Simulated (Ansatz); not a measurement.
## Molecular dynamics of Li

The input (input.yaml):

```yaml
accuracy: low
crystal:
  lattice:
    - [7.094447, 0.0, 0.0]
    - [0.0, 7.094447, 0.0]
    - [0.0, 0.0, 7.094447]
  atoms:
    - { symbol: Li, position: [0.083247, -0.11773959, -0.0160526] }
    - { symbol: Li, position: [0.46056026, -0.11200475, -0.04964129] }
    - { symbol: Li, position: [-0.06244014, 0.5119637, -0.03948826] }
    - { symbol: Li, position: [0.04127403, -0.01947286, 0.48456935] }
    - { symbol: Li, position: [0.28901654, 0.2102907, 0.2017276] }
    - { symbol: Li, position: [0.54242089, 0.48277345, -0.07215813] }
    - { symbol: Li, position: [0.41920961, 0.09010812, 0.60715261] }
    - { symbol: Li, position: [0.72161872, 0.00190035, 0.26139131] }
    - { symbol: Li, position: [0.02750967, 0.52253938, 0.32991148] }
    - { symbol: Li, position: [0.37307785, 0.79359731, 0.35709616] }
    - { symbol: Li, position: [0.12095907, 0.31949756, 0.69918187] }
    - { symbol: Li, position: [0.53098872, 0.45807988, 0.52797109] }
    - { symbol: Li, position: [0.75030323, 0.68062107, 0.28354401] }
    - { symbol: Li, position: [0.78899856, 0.14104351, 0.79584447] }
    - { symbol: Li, position: [0.18841008, 0.61336163, 0.70079144] }
    - { symbol: Li, position: [0.75521622, 0.75617877, 0.70022941] }
basis:
  ecutwfc: 420.0
kpoints:
  mp_grid: { grid: [3, 3, 3] }
hamiltonian:
  xc: pbesol
scf:
  occupations: { method: fermi_dirac, width: 0.16 }
  lower_state_search: "off"
md:
  timestep: 1
  n_steps: 140
  ensemble: nve
  temperature: 1080.0
  initial_velocities: maxwell_boltzmann
  seed: 899986
```

Run as:

```bash
$ ansatz run input.yaml --threads 1 --pin off --max-ram 3072MiB --backend cpu --events-out ev --progress --plain --runs-dir out
```

It goes on from the last frame of an earlier run, with new velocities.

Output, in part (step lines):

```
md step     0: t =     0.00 fs  T =  1080.0 K  F+E_penalty+E_count = -3245.50531207 eV  E_kin = 2.094012 eV  conserved = -3243.41130009 eV  (7 SCF iters)
md step     1: t =     1.00 fs  T =  1070.5 K  F+E_penalty+E_count = -3245.48690336 eV  E_kin = 2.075626 eV  conserved = -3243.41127757 eV  (6 SCF iters)
md step     2: t =     2.00 fs  T =  1061.2 K  F+E_penalty+E_count = -3245.46880086 eV  E_kin = 2.057542 eV  conserved = -3243.41125923 eV  (6 SCF iters)
md step     3: t =     3.00 fs  T =  1052.2 K  F+E_penalty+E_count = -3245.45128069 eV  E_kin = 2.040035 eV  conserved = -3243.41124526 eV  (6 SCF iters)
md step     4: t =     4.00 fs  T =  1043.5 K  F+E_penalty+E_count = -3245.43455083 eV  E_kin = 2.023316 eV  conserved = -3243.41123518 eV  (6 SCF iters)
md step     5: t =     5.00 fs  T =  1035.4 K  F+E_penalty+E_count = -3245.41875726 eV  E_kin = 2.007529 eV  conserved = -3243.41122845 eV  (3 SCF iters)
md step     6: t =     6.00 fs  T =  1027.8 K  F+E_penalty+E_count = -3245.40399194 eV  E_kin = 1.992767 eV  conserved = -3243.41122470 eV  (3 SCF iters)
md step     7: t =     7.00 fs  T =  1020.7 K  F+E_penalty+E_count = -3245.39030105 eV  E_kin = 1.979078 eV  conserved = -3243.41122322 eV  (2 SCF iters)
[... lines left out ...]
md step   139: t =   139.00 fs  T =  1072.3 K  F+E_penalty+E_count = -3245.49041530 eV  E_kin = 2.078986 eV  conserved = -3243.41142977 eV  (3 SCF iters)
md step   140: t =   140.00 fs  T =  1067.0 K  F+E_penalty+E_count = -3245.48018062 eV  E_kin = 2.068756 eV  conserved = -3243.41142446 eV  (6 SCF iters)
```

The steps, from the saved trajectory:

```
time (fs)  T (K)  potential energy less start (eV)  conserved less start (meV/atom)
      0.0   1080                             0.000                             0.00
      4.0   1044                             0.071                             0.00
      8.0   1014                             0.128                             0.00
     12.0    993                             0.168                             0.00
     16.0    979                             0.195                             0.00
     20.0    971                             0.212                             0.01
     24.0    970                             0.214                             0.01
     28.0    983                             0.188                             0.01
     32.0   1017                             0.123                             0.02
     36.0   1070                             0.020                             0.01
     40.0   1133                            -0.102                             0.01
     44.0   1193                            -0.220                             0.00
     48.0   1241                            -0.312                             0.00
     52.0   1266                            -0.361                            -0.01
     56.0   1262                            -0.354                            -0.01
     60.0   1223                            -0.277                            -0.01
     64.0   1147                            -0.130                            -0.01
     68.0   1046                             0.066                             0.00
     72.0    946                             0.261                             0.02
     76.0    882                             0.385                             0.03
     80.0    883                             0.382                             0.03
     84.0    949                             0.254                             0.02
     88.0   1045                             0.068                            -0.01
     92.0   1119                            -0.076                            -0.03
     96.0   1136                            -0.108                            -0.03
    100.0   1091                            -0.022                            -0.01
    104.0   1010                             0.135                             0.01
    108.0    930                             0.292                             0.02
    112.0    879                             0.391                             0.03
    116.0    870                             0.408                             0.03
    120.0    901                             0.348                             0.02
    124.0    956                             0.241                             0.01
    128.0   1015                             0.127                             0.00
    132.0   1059                             0.041                            -0.01
    136.0   1077                             0.005                            -0.01
    140.0   1067                             0.025                            -0.01
```

All steps were run. The conserved energy stayed within 0.037 meV per atom of its start (net change -0.0077 meV per atom), so the integration is sound. A run of 0.14 ps of so small a system gives no equilibrium averages. Limits of this set-up: coarse k mesh, low accuracy level.

Mean squared displacements from the first frame to the last, about the centre of mass: Li 2.06 Å².

Last frame:

```xyz
16
Lattice="7.0944 0.0000 0.0000 0.0000 7.0944 0.0000 0.0000 0.0000 7.0944" Properties=species:S:1:pos:R:3
Li -0.471 -1.071 1.285
Li 5.022 -0.803 -1.092
Li -0.016 3.108 -0.841
Li -0.064 0.769 4.144
Li 2.234 1.504 1.370
Li 2.535 3.850 -0.567
Li 4.309 0.208 3.272
Li 5.337 2.210 2.313
Li 0.744 3.226 3.173
Li 1.941 5.262 2.139
Li 1.926 0.861 5.394
Li 3.253 3.039 4.207
Li 4.608 4.123 0.845
Li 4.591 1.631 6.574
Li 0.974 5.405 4.851
Li 5.859 4.510 3.882
```

Time of the run: 16 min on 1 thread of Intel(R) Xeon(R) Platinum 8488C (Sapphire Rapids) (shared host), peak memory 0.65 GiB.
